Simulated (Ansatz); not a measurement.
**H₆InNO₃: a ladder of functionals and wavefunction methods**

An exercise on one series of results from a longer session: the logs are not shown, and one member is left open.

The runs use Ansatz 0.2.0, Gaussian basis; functionals in def2-TZVPP, the program's frozen cores in correlated methods.

Plan: LDA (SPW92), PBE-D4, revPBE-D4, BLYP-D4, r2SCAN-D4, B97M-V, PBE0-D4, B3LYP-D4, r2SCANh-D4, r2SCAN0-D4, HSE06-D4, BHLYP-D4, CAM-B3LYP-D4, LC-ωPBE, ωB97X-V, ωB97M-V, B2PLYP, PBE-QIDH; CCSD(T)/def2-SVP; CCSD(T)/def2-TZVPP; MP2/def2-QZVPP; extrapolation to the limit; RPA on PBE.

1 further run of the same task is left out (for a known fault of the program). Runs told in other sessions of the task aren't counted.

### The relaxed structure

The geometry comes from an earlier relaxation with PBE0-D4 in a triple-zeta def2 set; it is a stationary point, not always the lowest conformer. In takes the def2 core potential; no spin-orbit term is included.

SMILES `[NH3+][In-]([OH])([OH])[OH]`, 11 atoms, charge 0, spin multiplicity 1.

Atoms are counted from 1 here; the program's logs count them from 0.

Bond lengths: N1–In2 2.302 Å, N1–H6 1.014 Å, N1–H7 1.014 Å, N1–H8 1.014 Å, In2–O3 2.001 Å, In2–O4 2.001 Å, In2–O5 2.001 Å, O3–H9 0.959 Å, O4–H10 0.959 Å, O5–H11 0.959 Å. Angles: In2–N1–H6 109.9°, In2–N1–H7 110.0°, In2–N1–H8 110.0°, H6–N1–H7 109.0°, H6–N1–H8 109.0°, H7–N1–H8 109.0°, N1–In2–O3 96.2°, N1–In2–O4 96.1°, N1–In2–O5 96.3°, O3–In2–O4 118.8°, O3–In2–O5 118.8°, O4–In2–O5 118.9°, In2–O3–H9 112.3°, In2–O4–H10 112.3°, In2–O5–H11 112.3°.

Set-up of the first run:

in.yaml

```yaml
crystal:
  periodic: [false, false, false]
  atoms:
    - {symbol: N, position_ang: [-1.411092, 0.564873, 0.533378]}
    - {symbol: In, position_ang: [0.605700, -0.247452, -0.223625]}
    - {symbol: O, position_ang: [1.189698, -1.039073, 1.519295]}
    - {symbol: O, position_ang: [1.353922, 1.524076, -0.778196]}
    - {symbol: O, position_ang: [-0.157039, -1.455490, -1.625067]}
    - {symbol: H, position_ang: [-1.435750, 1.573480, 0.433369]}
    - {symbol: H, position_ang: [-1.535209, 0.327089, 1.511083]}
    - {symbol: H, position_ang: [-2.170728, 0.161434, -0.003315]}
    - {symbol: H, position_ang: [2.003661, -0.647378, 1.842424]}
    - {symbol: H, position_ang: [1.555409, 1.557283, -1.715564]}
    - {symbol: H, position_ang: [0.066827, -2.375941, -1.473282]}
basis:
  gaussian: {orbitals: def2-TZVPP}
hamiltonian: {xc: lda}
output: {orbitals: {seedname: orbitals}}
```

Launch:

```bash
ansatz run in.yaml --threads 4 --pin off --events-out ev --progress --plain --max-ram 10444MiB
```

Steps of the session up to this table: LDA; PBE-D4 (GGA); revPBE-D4 (GGA); BLYP-D4 (GGA); r2SCAN-D4 (meta-GGA); B97M-V (meta-GGA); PBE0-D4 (hybrid); B3LYP-D4 (hybrid); r2SCANh-D4 (hybrid); r2SCAN0-D4 (hybrid); HSE06-D4 (hybrid); BHLYP-D4 (hybrid); CAM-B3LYP-D4 (range-separated); LC-ωPBE (range-separated); ωB97X-V (range-separated); ωB97M-V (range-separated); B2PLYP (double hybrid); PBE-QIDH (double hybrid).

One of the session's tables, all rows but one given; the rest of the session is left out.

It belongs to the step «Frontier levels by functional». 

```
  functional  HOMO (eV)  gap (eV)
 LDA (SPW92)          ?         ?
      PBE-D4      -6.06      4.36
   revPBE-D4      -5.97      4.40
     BLYP-D4      -5.97      4.27
   r2SCAN-D4      -6.41      5.07
      B97M-V      -6.47      4.90
     PBE0-D4      -7.74      6.94
    B3LYP-D4      -7.48      6.31
  r2SCANh-D4      -7.04      6.02
  r2SCAN0-D4      -8.00      7.43
    HSE06-D4      -7.32      6.15
    BHLYP-D4      -9.37      9.30
CAM-B3LYP-D4      -9.26      9.30
     LC-ωPBE     -10.62     12.03
     ωB97X-V     -10.26     11.44
     ωB97M-V     -10.22     11.08
```

**Question.** Estimate the row for LDA (SPW92).

The run gave: HOMO (eV): -6.28; gap (eV): 4.33. In the column «HOMO (eV)» it lies between r2SCAN-D4 (-6.41) and PBE-D4 (-6.06).
